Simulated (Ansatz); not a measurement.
# H7InN2OSi: geometry and vibrations

The task is to find a stationary geometry of H7InN2OSi, check the end point by its vibrations and derive ideal-gas thermochemistry, and look at its orbitals and charge.

Program: Ansatz 0.2.0, Gaussian basis. Level of theory: RKS PBE0-D4/def2-TZVP. These are calculated values, not measurements.

Plan: relaxation at PBE0-D4/def2-TZVP; harmonic vibrations at the same level; a single point in def2-TZVPP for the fields.

## Step 1: Starting geometry

SMILES `[NH2][In]([NH2])[O][SiH3]`, 12 atoms, charge 0, spin multiplicity 1.

Atoms are counted from 1 here; the program's logs count them from 0.

Bond lengths: N1–In2 2.056 Å, N1–H6 1.017 Å, N1–H7 1.018 Å, In2–N3 2.058 Å, In2–O4 1.973 Å, N3–H8 1.017 Å, N3–H9 1.016 Å, O4–Si5 1.608 Å, Si5–H10 1.471 Å, Si5–H11 1.476 Å, Si5–H12 1.465 Å. Angles: In2–N1–H6 109.8°, In2–N1–H7 107.8°, H6–N1–H7 106.9°, N1–In2–N3 129.9°, N1–In2–O4 113.5°, N3–In2–O4 116.5°, In2–N3–H8 109.1°, In2–N3–H9 109.5°, H8–N3–H9 106.8°, In2–O4–Si5 142.6°, O4–Si5–H10 109.1°, O4–Si5–H11 111.4°, O4–Si5–H12 104.2°, H10–Si5–H11 108.7°, H10–Si5–H12 112.4°, H11–Si5–H12 111.0°.

Coordinates:

```xyz
12
H7InN2OSi
N    -1.95973    0.14873    2.00350
In   -0.56474   -0.48544    0.63275
N     0.31612   -2.33040    0.40115
O    -0.08070    0.89304   -0.69334
Si    1.14097    1.42662   -1.59256
H    -2.71313   -0.53065    2.06866
H    -2.36952    1.01235    1.65467
H     1.12619   -2.23813   -0.20669
H     0.65878   -2.65756    1.29969
H     1.98977    2.30780   -0.77606
H     1.96482    0.31155   -2.09889
H     0.49117    2.14209   -2.69288
```

The start is a GFN2-xTB geometry. In takes the def2 core potential; no spin-orbit term is included.

## Step 2: Geometry optimisation, PBE0-D4/def2-TZVP

in.yaml

```yaml
crystal:
  periodic: [false, false, false]
  atoms:
    - {symbol: N, position_ang: [-1.959730, 0.148730, 2.003500]}
    - {symbol: In, position_ang: [-0.564740, -0.485440, 0.632750]}
    - {symbol: N, position_ang: [0.316120, -2.330400, 0.401150]}
    - {symbol: O, position_ang: [-0.080700, 0.893040, -0.693340]}
    - {symbol: Si, position_ang: [1.140970, 1.426620, -1.592560]}
    - {symbol: H, position_ang: [-2.713130, -0.530650, 2.068660]}
    - {symbol: H, position_ang: [-2.369520, 1.012350, 1.654670]}
    - {symbol: H, position_ang: [1.126190, -2.238130, -0.206690]}
    - {symbol: H, position_ang: [0.658780, -2.657560, 1.299690]}
    - {symbol: H, position_ang: [1.989770, 2.307800, -0.776060]}
    - {symbol: H, position_ang: [1.964820, 0.311550, -2.098890]}
    - {symbol: H, position_ang: [0.491170, 2.142090, -2.692880]}
basis:
  gaussian: {orbitals: def2-TZVP}
hamiltonian: {xc: pbe0, dispersion: d4}
relax: {f_tol: 0.005, max_steps: 150}
```

Launch:

```
> ansatz run in.yaml --threads 4 --pin off --events-out ev --progress --plain --max-ram 11315MiB
```

Further steps of the session: Harmonic vibrations; Fields at the relaxed geometry.

Before running them: what should the planned runs give, taken together? Wanted: point group; shift from the start; total energy; dispersion term; dipole moment; lowest, highest wavenumber; zero-point energy; HOMO, LUMO.

As calculated:

| quantity | value |
| --- | --- |
| point group | C1 |
| steps | 24 |
| shift from the start (rms) | 0.337 Å |
| total energy | -18188.0341 eV |
| dispersion term | -211 meV |
| dipole moment | 2.85 D |
| lowest, highest wavenumber | 50, 3665 cm⁻¹ |
| zero-point energy | 207.9 kJ/mol |
| entropy at 298.15 K | 421.9 J/(mol K) |
| HOMO, LUMO | -7.48, -1.24 eV |

**Reading.** The relaxed geometry lies 0.34 Å (rms) from the start; the bond that changed most is N1–In2, from 2.056 to 2.006 Å. All wavenumbers are real, so the end point is a minimum. The stiffest mode, 3665 cm⁻¹, is an N–H stretch, and 6 modes under 200 cm⁻¹ make the vibrational entropy uncertain. Harmonic hybrid wavenumbers usually lie a few per cent above measured fundamentals. The largest Mulliken charge, +0.92 e, sits on In2. The HOMO lies mostly on N3 41 %; N1 30 % and the LUMO on In2 33 %; N1, N3 about 12 % each.
